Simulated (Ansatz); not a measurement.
# C₃H₄Cl₂F₂Si₂: vertical ionisation energy

The task here is to estimate one member of a computed series from the others.

Program: Ansatz 0.2.0, Gaussian basis. Level of theory: unrestricted cation, the program's frozen cores in correlated methods. These are calculated values, not measurements.

Plan: UKS PBE-D4/def2-TZVPP; UKS r2SCAN-D4/def2-TZVPP; UKS PBE0-D4/def2-TZVPP; UKS B3LYP-D4/def2-TZVPP; UKS wB97X-V/def2-TZVPP; UKS wB97M-V/def2-TZVPP; UKS B2PLYP/def2-TZVPP; UHF-CCSD(T)/def2-TZVPP; UHF-MP2/def2-QZVPP; extrapolation to the limit; then −ε(HOMO) from the neutral's earlier runs with LDA (SPW92), PBE-D4, revPBE-D4, BLYP-D4, r2SCAN-D4, B97M-V, PBE0-D4, B3LYP-D4, r2SCANh-D4, r2SCAN0-D4, HSE06-D4, BHLYP-D4, CAM-B3LYP-D4, LC-ωPBE, ωB97X-V, ωB97M-V.

## Structure used throughout

The geometry comes from an earlier relaxation with PBE0-D4 in a triple-zeta def2 set; it is a stationary point, not always the lowest conformer.

SMILES `C[SiH](Cl)C#C[Si](F)(F)Cl`, 13 atoms, charge 0, spin multiplicity 1.

Atoms are counted from 1 here; the program's logs count them from 0.

Bond lengths: C1–Si2 1.850 Å, C1–H10 1.092 Å, C1–H11 1.093 Å, C1–H12 1.092 Å, Si2–Cl3 2.051 Å, Si2–C4 1.834 Å, Si2–H13 1.479 Å, C4–C5 1.213 Å, C5–Si6 1.798 Å, Si6–F7 1.574 Å, Si6–F8 1.573 Å, Si6–Cl9 2.013 Å. Angles: Si2–C1–H10 110.3°, Si2–C1–H11 110.0°, Si2–C1–H12 110.5°, H10–C1–H11 108.7°, H10–C1–H12 108.7°, H11–C1–H12 108.6°, C1–Si2–Cl3 110.5°, C1–Si2–C4 109.9°, C1–Si2–H13 113.0°, Cl3–Si2–C4 107.4°, Cl3–Si2–H13 107.9°, C4–Si2–H13 107.9°, Si2–C4–C5 178.8°, C4–C5–Si6 178.8°, C5–Si6–F7 109.8°, C5–Si6–F8 110.2°, C5–Si6–Cl9 111.4°, F7–Si6–F8 107.4° and more.

The first run:

File in.yaml:

```yaml
crystal:
  periodic: [false, false, false]
  atoms:
    - {symbol: C, position_ang: [1.944169, -0.768695, -1.599966]}
    - {symbol: Si, position_ang: [0.989246, 0.777410, -1.252125]}
    - {symbol: Cl, position_ang: [-0.090290, 1.340165, -2.902761]}
    - {symbol: C, position_ang: [-0.202332, 0.483616, 0.110082]}
    - {symbol: C, position_ang: [-0.975093, 0.272831, 1.020495]}
    - {symbol: Si, position_ang: [-2.142179, -0.060211, 2.346550]}
    - {symbol: F, position_ang: [-1.383769, -0.664655, 3.586662]}
    - {symbol: F, position_ang: [-2.824530, 1.277329, 2.816950]}
    - {symbol: Cl, position_ang: [-3.569786, -1.352581, 1.760380]}
    - {symbol: H, position_ang: [2.649344, -0.602809, -2.417141]}
    - {symbol: H, position_ang: [2.503870, -1.070951, -0.711221]}
    - {symbol: H, position_ang: [1.270150, -1.580509, -1.879655]}
    - {symbol: H, position_ang: [1.851597, 1.914362, -0.863548]}
basis:
  gaussian: {orbitals: def2-TZVPP}
total_charge: 1
magnetization: {spin_polarized: true, initial_magnetization: 1}
hamiltonian: {xc: pbe, dispersion: d4}
```

Steps of the session up to this table: Cation, UKS PBE-D4/def2-TZVPP; Cation, UKS r2SCAN-D4/def2-TZVPP; Cation, UKS PBE0-D4/def2-TZVPP; Cation, UKS B3LYP-D4/def2-TZVPP; Cation, UKS wB97X-V/def2-TZVPP; Cation, UKS wB97M-V/def2-TZVPP; Cation, UKS B2PLYP (frozen core)/def2-TZVPP; Cation, UHF-CCSD(T)/def2-TZVPP; Cation, UHF-MP2/def2-QZVPP.

One of the session's tables, all rows but one given; the rest of the session is left out.

It belongs to the step «Ionisation energies side by side». For comparison, −ε(HOMO) of the neutral from earlier runs:

| functional | −ε(HOMO) (eV) |
| --- | --- |
| LDA (SPW92) | 7.72 |
| PBE-D4 | 7.57 |
| revPBE-D4 | 7.51 |
| BLYP-D4 | 7.41 |
| r2SCAN-D4 | 7.87 |
| B97M-V | 7.90 |
| PBE0-D4 | 8.85 |
| B3LYP-D4 | 8.60 |
| r2SCANh-D4 | 8.34 |
| r2SCAN0-D4 | 9.04 |
| HSE06-D4 | ? |
| BHLYP-D4 | 9.96 |
| CAM-B3LYP-D4 | 10.19 |
| LC-ωPBE | 11.59 |
| ωB97X-V | 11.20 |
| ωB97M-V | 11.04 |

**Question.** Estimate the row for HSE06-D4.

The run gave: −ε(HOMO) (eV): 8.45. In the column «−ε(HOMO) (eV)» it lies between r2SCANh-D4 (8.34) and B3LYP-D4 (8.60).
